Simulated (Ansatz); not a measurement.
# In3Se: how settings move the results

The task here is to estimate one member of a computed series from the others.

Program: Ansatz 0.2.0. Level of theory: DFT PBEsol, scalar-relativistic, plane waves, PAW for the base; runs at other levels say so in their headings and inputs. These are calculated values, not measurements.

1 further run of the same task is left out (set aside as unsound or not needed).

### The system as given

Symmetry: Pm-3m, No. 221, cubic system. Conventional cell: a = 4.804 Å, b = 4.804 Å, c = 4.804 Å, α = 90.00°, β = 90.00°, γ = 90.00°. In (site symmetry 4/mmm) has 8 In at 3.40 Å and 4 Se at 3.40 Å in its first shell of neighbours. Around Se (site symmetry m-3m) lie 12 In at 3.40 Å.

Structure file:

```cif
data_structure
_symmetry_space_group_name_H-M 'P 1'
_symmetry_Int_Tables_number 1
_cell_length_a 4.8038
_cell_length_b 4.8038
_cell_length_c 4.8038
_cell_angle_alpha 90.000
_cell_angle_beta 90.000
_cell_angle_gamma 90.000
_cell_volume 110.85
loop_
_atom_site_label
_atom_site_type_symbol
_atom_site_fract_x
_atom_site_fract_y
_atom_site_fract_z
_atom_site_occupancy
In1 In 0.00000 0.50000 0.50000 1
In2 In 0.50000 0.00000 0.50000 1
In3 In 0.50000 0.50000 0.00000 1
Se1 Se 0.00000 0.00000 0.00000 1
```

The structure comes from the Materials Project (structure only); it is used as listed.

### The base run, which the others are set against

The input, input.yaml:

```yaml
crystal:
  lattice:
    - [4.803758, 0.0, 0.0]
    - [0.0, 4.803758, 0.0]
    - [0.0, 0.0, 4.803758]
  atoms:
    - { symbol: In, position: [0.0, 0.5, 0.5] }
    - { symbol: In, position: [0.5, 0.0, 0.5] }
    - { symbol: In, position: [0.5, 0.5, 0.0] }
    - { symbol: Se, position: [0.0, 0.0, 0.0] }
basis:
  ecutwfc: 420
kpoints:
  mp_grid: { grid: [10, 10, 10] }
hamiltonian:
  xc: pbesol
scf:
  occupations: { method: gaussian, width: 0.1 }
output:
  forces: true
  stress: true
  eigenvalues: true
  populations: true
  write_density: true
  write_potential: true
  elf: true
  volumetric_format: npy
```

Its results, from an earlier run: -5500.1930 eV/atom at zero smearing, pressure -2.99 GPa, largest force 0.000 eV/Å, no gap on the mesh, in 8 SCF cycles and 42 s.

The first run:

The input, input.yaml:

```yaml
crystal:
  lattice:
    - [4.803758, 0.0, 0.0]
    - [0.0, 4.803758, 0.0]
    - [0.0, 0.0, 4.803758]
  atoms:
    - { symbol: In, position: [0.0, 0.5, 0.5] }
    - { symbol: In, position: [0.5, 0.0, 0.5] }
    - { symbol: In, position: [0.5, 0.5, 0.0] }
    - { symbol: Se, position: [0.0, 0.0, 0.0] }
basis:
  ecutwfc: 420
kpoints:
  mp_grid: { grid: [10, 10, 10] }
hamiltonian:
  xc: lda
scf:
  occupations: { method: gaussian, width: 0.1 }
output:
  forces: true
  stress: true
  eigenvalues: true
```

Launch:

```sh
ansatz run input.yaml --threads 1 --pin off --max-ram 2560MiB --backend cpu --events-out ev --progress --plain --runs-dir out
```

Steps of the session up to this table: Functional set to LDA; Functional: PBE; Functional: r2SCAN; Functional set to HSE06.

One of the session's tables, all rows but one given; the rest of the session is left out.

It belongs to the step «The sweep of the functional side by side». 

| functional | pressure (GPa) |
| --- | --- |
| PBEsol | -3.0 |
| LDA | ? |
| PBE | -0.3 |
| r2SCAN | -1.3 |
| HSE06 | -0.9 |

Q: Estimate the row for LDA from the others.

The run gave: pressure (GPa): -4.3. In the column «pressure (GPa)» it is the lowest.

To keep in mind: Spin polarisation is off in the runs that give these values; a magnetic solution could lie lower. Warnings in the runs' records: filled band counts differ across k points, stress exchange threshold loose, stress scf threshold loose.
